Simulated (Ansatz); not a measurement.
# SiHF₃ + H₂: a complex and its separated parts

Aim: how far the complex at one end of a reaction step lies below its separated, relaxed parts, level by level.

Computed with Ansatz 0.2.0, Gaussian basis. Level: PBE0-D4/def2-TZVP structures, single points in def2-TZVPP, no counterpoise correction.

Levels: SPW92, PBE-D4, BLYP-D4, r2SCAN-D4, B97M-V, PBE0-D4, B3LYP-D4, r2SCAN0-D4, BHLYP-D4, CAM-B3LYP-D4, wB97X-V, wB97M-V, B2PLYP, PBE-QIDH, RPA on PBE, Hartree-Fock, MP2, CCSD, CCSD(T).

Correlated methods freeze the cores. B3LYP uses VWN-RPA correlation. B2PLYP carries no dispersion term here.

95 further runs of the same task are left out: 1 that didn't finish, 94 set aside as unsound or not needed.

## 1. Where the work starts

The complex: 7 atoms, charge 0, spin multiplicity 1.

Atoms are counted from 1 here; the program's logs count them from 0.

Bond lengths: Si1–F3 1.573 Å, Si1–F4 1.573 Å, Si1–H5 1.462 Å, Si1–F7 1.573 Å, H2–H6 0.746 Å. Angles: F3–Si1–F4 108.4°, F3–Si1–H5 110.5°, F3–Si1–F7 108.4°, F4–Si1–H5 110.6°, F4–Si1–F7 108.3°, H5–Si1–F7 110.6°.

Coordinates:

```xyz
7

Si   -0.98821    0.20469   -0.11943
H     2.35282   -0.71765   -0.01255
F    -0.32812   -0.39261   -1.41647
F    -0.85596   -0.85339    1.03669
H    -2.39285    0.52771   -0.36188
H     2.40125   -0.26284    0.57723
F    -0.18892    1.49410    0.29630
```

Its parts: SiHF₃ holds atoms 1, 3, 4, 5, 7; H₂ holds atoms 2, 6. Each part counts its atoms afresh in its own runs.

## 2. Relaxing SiHF₃ alone

Input file relax-a/in.yaml:

```yaml
crystal:
  periodic: [false, false, false]
  atoms:
    - {symbol: Si, position_ang: [-0.988215, 0.204691, -0.119429]}
    - {symbol: F, position_ang: [-0.328125, -0.392611, -1.416474]}
    - {symbol: F, position_ang: [-0.855961, -0.853391, 1.036694]}
    - {symbol: H, position_ang: [-2.392850, 0.527707, -0.361876]}
    - {symbol: F, position_ang: [-0.188919, 1.494101, 0.296298]}
basis:
  gaussian: {orbitals: def2-TZVP}
hamiltonian: {xc: pbe0, dispersion: d4}
relax: {f_tol: 0.005, max_steps: 200}
```

On the command line:

```console
$ ansatz run in.yaml --threads 2 --pin off --events-out ev --progress --plain --max-ram 4352MiB
```

Further steps of the session: Relaxing H₂ alone; SPW92/def2-TZVPP; PBE-D4/def2-TZVPP; BLYP-D4/def2-TZVPP; r2SCAN-D4/def2-TZVPP; B97M-V/def2-TZVPP; PBE0-D4/def2-TZVPP; B3LYP-D4/def2-TZVPP; r2SCAN0-D4/def2-TZVPP; BHLYP-D4/def2-TZVPP; CAM-B3LYP-D4/def2-TZVPP; wB97X-V/def2-TZVPP; wB97M-V/def2-TZVPP; B2PLYP/def2-TZVPP; PBE-QIDH/def2-TZVPP; RPA on PBE/def2-TZVPP; CCSD(T)/def2-TZVPP; Vibrations of SiHF₃; Vibrations of H₂.

**Question.** What will these runs give? Wanted: complex less parts, CCSD(T)/def2-TZVPP; with zero-point energy; largest T1 diagnostic.

The runs gave:

| quantity | value |
| --- | --- |
| complex less parts, CCSD(T)/def2-TZVPP | -1.51 kJ/mol |
| with zero-point energy | +1.08 kJ/mol |
| largest T1 diagnostic | 0.012 |

What this shows: At CCSD(T) the complex lies 1.51 kJ/mol below its parts. Among the functionals BLYP-D4 lands nearest to CCSD(T) (-0.19 kJ/mol) and SPW92 farthest (-2.97 kJ/mol). By rung, the mean size of the error is: LDA 2.97, GGA 0.88, meta-GGA 0.60, hybrid 0.84, range-separated hybrid 0.94, double hybrid 0.81 kJ/mol. PBE-D4 gives a relative energy 1.56 kJ/mol too low, an error of 104 % of the reference. The complex's frequency run has imaginary modes: the structure is no minimum, so both the energy and the zero-point correction are in doubt. No counterpoise was applied, and triple zeta lacks some correlation, so the CCSD(T) reference has a basis error of its own, and close matches with it are partly luck.
